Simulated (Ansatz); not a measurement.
# Zr3P2: one candidate of a structure search

Where does this trial cell of Zr3P2 go when cell and atoms are let free, and does the end survive a random kick?

Computed with Ansatz 0.2.0 (DFT PBE, scalar-relativistic, plane waves, PAW, unless a step's input says otherwise).

## 1. Starting point

Symmetry: P4/mbm, No. 127, tetragonal system. Conventional cell: a = 7.525 Å, b = 7.525 Å, c = 3.648 Å, α = 90.00°, β = 90.00°, γ = 90.00°. Zr (site symmetry 4/m) has 4 P at 2.93 Å and 8 Zr at 3.36 Å in its first shell of neighbours. Zr (site symmetry m2m) is surrounded by 6 P at 2.83 to 2.89 Å. P (site symmetry m2m) has 8 Zr at 2.83 to 2.93 Å and 1 P at 2.85 Å in its first shell of neighbours.

Structure file:

```
CELL_PARAMETERS angstrom
7.52531 0.00000 0.00000
0.00000 7.52531 0.00000
0.00000 0.00000 3.64827
ATOMIC_POSITIONS crystal
Zr 0.00000 0.00000 0.00000
Zr 0.50000 0.50000 0.00000
Zr 0.16226 0.66226 0.50000
Zr 0.33774 0.16226 0.50000
Zr 0.83774 0.33774 0.50000
Zr 0.66226 0.83774 0.50000
P 0.63399 0.13399 0.00000
P 0.86601 0.63399 0.00000
P 0.36601 0.86601 0.00000
P 0.13399 0.36601 0.00000
```

Recipe of the guess: species swapped into a database cell of Y3Au2 (P4/mbm, No. 127), with Zr on the Y sites and P on the Au sites. The dimensions are guesses.

## 2. Probe: one point on a coarse mesh

Contents of input.yaml:

```yaml
crystal:
  lattice:
    - [7.52531011, 0.0, 0.0]
    - [0.0, 7.52531011, 0.0]
    - [0.0, 0.0, 3.64826741]
  atoms:
    - { symbol: Zr, position: [0.0, 0.0, 0.0] }
    - { symbol: Zr, position: [0.5, 0.5, 0.0] }
    - { symbol: Zr, position: [0.16225999, 0.66225999, 0.5] }
    - { symbol: Zr, position: [0.33774001, 0.16225999, 0.5] }
    - { symbol: Zr, position: [0.83774001, 0.33774001, 0.5] }
    - { symbol: Zr, position: [0.66225999, 0.83774001, 0.5] }
    - { symbol: P, position: [0.63398999, 0.13398999, 0.0] }
    - { symbol: P, position: [0.86601001, 0.63398999, 0.0] }
    - { symbol: P, position: [0.36601001, 0.86601001, 0.0] }
    - { symbol: P, position: [0.13398999, 0.36601001, 0.0] }
basis:
  ecutwfc: 420
kpoints:
  mp_grid: { grid: [2, 2, 6] }
hamiltonian:
  xc: pbe
scf:
  occupations: { method: gaussian, width: 0.1 }
  lower_state_search: "off"
output:
  forces: true
  stress: true
  eigenvalues: true
```

Launch:

```bash
ansatz run input.yaml --threads 1 --pin off --max-ram 2560MiB --backend cpu --events-out ev --progress --plain --runs-dir out
```

Further runs follow: coarse relaxation; another rough relaxation; spin check on a coarse mesh; full relaxation; reference for the kick test; kicked and relaxed without symmetry.

Q: Predict the outcome of this session. Wanted: conventional cell; volume; energy over the elements, black P; gap on the mesh.

The runs gave:

```
                              quantity                                                                      value
symmetry at the end (tolerance 0.05 Å)                                               space group P4/mbm (No. 127)
                     conventional cell  a = 7.019 Å, b = 7.019 Å, c = 3.633 Å, α = 90.00°, β = 90.00°, γ = 90.00°
                                volume                                                              17.90 Å³/atom
     energy over the elements, black P                                                              -1.25 eV/atom
                       gap on the mesh                                                               none (metal)
```

In words: The space group P4/mbm (No. 127) is kept, and the volume per atom shrinks by 13.4 % from the first guess. It lies below the elements, which doesn't yet make it stable: competing phases were not computed in this session. It survived the kick, though modes of other wave vectors, which need another repeat, weren't probed. Other magnetic orders were not searched.
